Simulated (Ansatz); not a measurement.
# One shape, several levels: doublet HfHCl3O+

We compute a comparison of 5 runs (U-revPBE/def2-SVP, UB3LYP/def2-SVP, UPBE0/def2-SVP, USVWN5/def2-SVP, UCCSD(T)/def2-SVP) of doublet HfHCl3O+. 

The calculation is run with Ansatz 0.2.0.

1 further run of the same task is left out (it didn't finish).

### 1 Starting point

HfHCl3O+: 6 atoms, total charge +1, spin state doublet. As SMILES of the parent species, `Cl[Hf](Cl)(Cl)O`. The shape is that of a PBE0-D4/def2-TZVP optimisation. That shape belongs to the parent species and isn't relaxed for this state.

Bond lengths: Cl1–Hf2 2.337 Å, Hf2–Cl3 2.337 Å, Hf2–Cl4 2.337 Å, Hf2–O5 1.881 Å, O5–H6 0.953 Å. Angles: Cl1–Hf2–Cl3 109.7°, Cl1–Hf2–Cl4 109.7°, Cl1–Hf2–O5 109.2°, Cl3–Hf2–Cl4 109.7°, Cl3–Hf2–O5 109.2°, Cl4–Hf2–O5 109.2°, Hf2–O5–H6 179.9°.

### 2 The energy at U-revPBE/def2-SVP (core potential) (run 1)

Contents of job.yaml:

```yaml
crystal:
  periodic: [false, false, false]
  atoms:
    - symbol: Cl
      position_ang: [0.876760, -0.101050, -2.336560]
    - symbol: Hf
      position_ang: [-0.022850, -0.350510, -0.194310]
    - symbol: Cl
      position_ang: [-2.262380, -0.999350, -0.349730]
    - symbol: Cl
      position_ang: [1.185990, -1.965090, 0.985740]
    - symbol: O
      position_ang: [0.084060, 1.291990, 0.717110]
    - symbol: H
      position_ang: [0.138420, 2.124020, 1.177740]
basis:
  gaussian: {orbitals: def2-SVP}
total_charge: 1
magnetization: {spin_polarized: true, initial_magnetization: 1}
hamiltonian: {xc: {name: revPBE}}
accuracy: high
output: {orbitals: {seedname: orbitals}}
```

Command:

```
$ ansatz run job.yaml --threads 1 --pin off --max-ram 3480MiB --events-out events.jsonl --progress --plain --runs-dir runs
```

Standard output:

```text
Warning: RAYON_NUM_THREADS=1 ignored (pool sized by the plan → 1); use --threads N
Functional definition: revPBE
  name "revPBE"
  parameter kappa = 1.245
  parameter beta = 0.06672455060314922
  exchange = pbe_x(kappa = kappa, mu = beta*pi^2/3)
  correlation = pbe_c(beta = beta)
2133 factors; integrals over basis functions are off by at most 4.0e-9 eV
mean field evaluation 1: about -40904.4972 eV, gradient 5.6e1 eV
mean field evaluation 2: about -40752.7906 eV, gradient 1.5e2 eV
mean field evaluation 4: about -40914.9341 eV, gradient 1.4e1 eV
mean field evaluation 8: about -40915.5497 eV, gradient 8.8e0 eV
mean field evaluation 16: about -40916.2877 eV, gradient 7.9e-1 eV
mean field evaluation 32: about -40916.3065 eV, gradient 1.6e-8 eV
mean field evaluation 64: about -40916.2560 eV, gradient 4.8e-1 eV
mean field evaluation 96: about -40916.3047 eV, gradient 4.4e-1 eV
mean field -40916.30645589 eV, -1503.6465281854 hartree, gradient 1.6e-8 eV, S^2 0.752696; 10 other end points of the search recorded, 0 dependent functions left out
reference -40916.30646410 eV, -1503.6465284869 hartree; 36, 35 occupied and 69, 70 virtual orbitals, 2133 factors
Total energy: -40916.30646410 eV, -1503.6465284869 hartree
```

It took 1.7 min on 1 thread of Arm Neoverse V2, shared host; peak memory 0.43 GiB.

### 3 The energy at UB3LYP/def2-SVP (core potential) (run 2)

Contents of job.yaml:

```yaml
crystal:
  periodic: [false, false, false]
  atoms:
    - {symbol: Cl, position_ang: [0.876760, -0.101050, -2.336560]}
    - {symbol: Hf, position_ang: [-0.022850, -0.350510, -0.194310]}
    - {symbol: Cl, position_ang: [-2.262380, -0.999350, -0.349730]}
    - {symbol: Cl, position_ang: [1.185990, -1.965090, 0.985740]}
    - {symbol: O, position_ang: [0.084060, 1.291990, 0.717110]}
    - {symbol: H, position_ang: [0.138420, 2.124020, 1.177740]}
basis:
  gaussian: {orbitals: def2-SVP}
total_charge: 1
magnetization: {spin_polarized: true, initial_magnetization: 1}
hamiltonian: {xc: {name: B3LYP}}
accuracy: high
output: {orbitals: {seedname: orbitals}}
```

Command:

```
$ ansatz run job.yaml --threads 1 --pin off --max-ram 3480MiB --events-out events.jsonl --progress --plain --runs-dir runs
```

Standard output:

```text
Warning: RAYON_NUM_THREADS=1 ignored (pool sized by the plan → 1); use --threads N
Functional definition: B3LYP
  name "B3LYP"
  parameter a0 = 0.2
  parameter ax = 0.72
  parameter ac = 0.81
  exchange = (1 - a0 - ax)*slater_x + ax*b88_x + a0*exact_x
  correlation = (1 - ac)*vwn_rpa_c + ac*lyp_c
2133 factors; integrals over basis functions are off by at most 4.0e-9 eV
mean field evaluation 1: about -40913.3045 eV, gradient 5.3e1 eV
mean field evaluation 2: about -40805.7564 eV, gradient 1.4e2 eV
mean field evaluation 4: about -40923.4986 eV, gradient 5.7e0 eV
mean field evaluation 8: about -40923.7533 eV, gradient 1.1e0 eV
mean field evaluation 16: about -40923.7616 eV, gradient 3.1e-3 eV
mean field evaluation 32: about -40923.7616 eV, gradient 1.6e-5 eV
mean field evaluation 64: about -40923.7084 eV, gradient 5.8e-1 eV
mean field evaluation 96: about -40923.7136 eV, gradient 1.7e-1 eV
mean field -40923.76164005 eV, -1503.9205011501 hartree, gradient 8.7e-8 eV, S^2 0.758771; 10 other end points of the search recorded, 0 dependent functions left out
reference -40923.76168660 eV, -1503.9205028606 hartree; 36, 35 occupied and 69, 70 virtual orbitals, 2133 factors
Total energy: -40923.76168660 eV, -1503.9205028606 hartree
```

Wall time 1.9 min (1 thread of Arm Neoverse V2, shared host); peak memory 0.85 GiB.

Run 3 isn't shown in full; the table further down has it.

### 4 A single-point energy at USVWN5/def2-SVP (core potential) (run 4)

Changes to job.yaml since step 3:

```diff
@@ -13,3 +13,3 @@
 magnetization: {spin_polarized: true, initial_magnetization: 1}
-hamiltonian: {xc: {name: B3LYP}}
+hamiltonian: {xc: {name: SVWN5}}
 accuracy: high
```

Command:

```
$ ansatz run job.yaml --threads 1 --pin off --max-ram 3480MiB --events-out events.jsonl --progress --plain --runs-dir runs
```

Standard output:

```text
Warning: RAYON_NUM_THREADS=1 ignored (pool sized by the plan → 1); use --threads N
Functional definition: SVWN5
  name "SVWN5"
  exchange = slater_x
  correlation = vwn5_c
2133 factors; integrals over basis functions are off by at most 4.0e-9 eV
mean field evaluation 1: about -40771.7802 eV, gradient 5.7e1 eV
mean field evaluation 2: about -40618.2325 eV, gradient 1.5e2 eV
mean field evaluation 4: about -40782.3600 eV, gradient 1.5e1 eV
mean field evaluation 8: about -40783.5670 eV, gradient 6.7e0 eV
mean field evaluation 16: about -40783.7702 eV, gradient 4.4e0 eV
mean field evaluation 32: about -40783.9122 eV, gradient 2.1e-8 eV
mean field evaluation 64: about -40782.8546 eV, gradient 2.4e0 eV
mean field evaluation 96: about -40783.9121 eV, gradient 9.8e-3 eV
mean field -40783.91216035 eV, -1498.7811275644 hartree, gradient 2.1e-8 eV, S^2 0.751621; 10 other end points of the search recorded, 0 dependent functions left out
reference -40783.91216671 eV, -1498.7811277981 hartree; 36, 35 occupied and 69, 70 virtual orbitals, 2133 factors
Total energy: -40783.91216671 eV, -1498.7811277981 hartree
```

Wall time 38 s (1 thread of Arm Neoverse V2, shared host); peak memory 0.38 GiB.

### 5 A single-point energy at UCCSD(T)/def2-SVP (core potential) (run 5)

Contents of molecule.yaml:

```yaml
basis:
  gaussian: {orbitals: def2-SVP}
crystal:
  periodic: [false, false, false]
  atoms:
    - {symbol: Cl, position_ang: [0.876760, -0.101050, -2.336560]}
    - {symbol: Hf, position_ang: [-0.022850, -0.350510, -0.194310]}
    - {symbol: Cl, position_ang: [-2.262380, -0.999350, -0.349730]}
    - {symbol: Cl, position_ang: [1.185990, -1.965090, 0.985740]}
    - {symbol: O, position_ang: [0.084060, 1.291990, 0.717110]}
    - {symbol: H, position_ang: [0.138420, 2.124020, 1.177740]}
total_charge: 1
magnetization: {spin_polarized: true, initial_magnetization: 1}
correlation: {method: ccsd_t, frozen_orbitals: {Cl: 5, H: 0, Hf: 0, O: 1}}
accuracy: high
scf: {omitted_lower_state_checks: [cluster_reference, increment]}
```

Command:

```
$ ansatz run molecule.yaml --threads 1 --pin off --max-ram 3480MiB --events-out events.jsonl --progress --plain --runs-dir runs
```

Standard output:

```text
Warning: RAYON_NUM_THREADS=1 ignored (pool sized by the plan → 1); use --threads N
[... 22 lines left out ...]
16 core orbitals not correlated: weight in the atoms' cores, before any rotation towards them, 1.000 or more for the frozen orbitals, at most 0.000 for the correlated occupied ones
[... 58 lines left out ...]
Total energy: -40863.10400860 eV, -1501.6913743093 hartree
Checks for a lower state left out: cluster_reference, increment
```

Wall time 8.1 min (1 thread of Arm Neoverse V2, shared host); peak memory 1.7 GiB.

### 6 All runs side by side

| run | level | frozen core orbitals | energy (Eh) | HOMO energy (eV) | ⟨S²⟩ | wall time |
| --- | --- | --- | --- | --- | --- | --- |
| 1 | U-revPBE/def2-SVP (core potential) | – | -1503.646528 | -13.34 | 0.753 | 1.7 min |
| 2 | UB3LYP/def2-SVP (core potential) | – | -1503.920503 | -14.47 | 0.759 | 1.9 min |
| 3 | UPBE0/def2-SVP (core potential) | – | -1503.309235 | -14.79 | 0.761 | 99 s |
| 4 | USVWN5/def2-SVP (core potential) | – | -1498.781128 | -13.48 | 0.752 | 38 s |
| 5 | UCCSD(T)/def2-SVP (core potential) | 16 | -1501.691374 | – | 0.758 | 8.1 min |

### 7 Summary of results

```
                                           quantity           value
                                run 5: total energy  -1501.69137 Eh
run 5: correlation energy (16 core orbitals frozen)      -850.8 mEh
                              run 5: (T) correction      -29.38 mEh
           run 5: ⟨S²⟩ of the reference determinant           0.758
                               run 5: T1 diagnostic           0.059
```

What this shows: Totals of different functionals can't be ranked against each other. All runs together took 14 min, the longest 8.1 min.
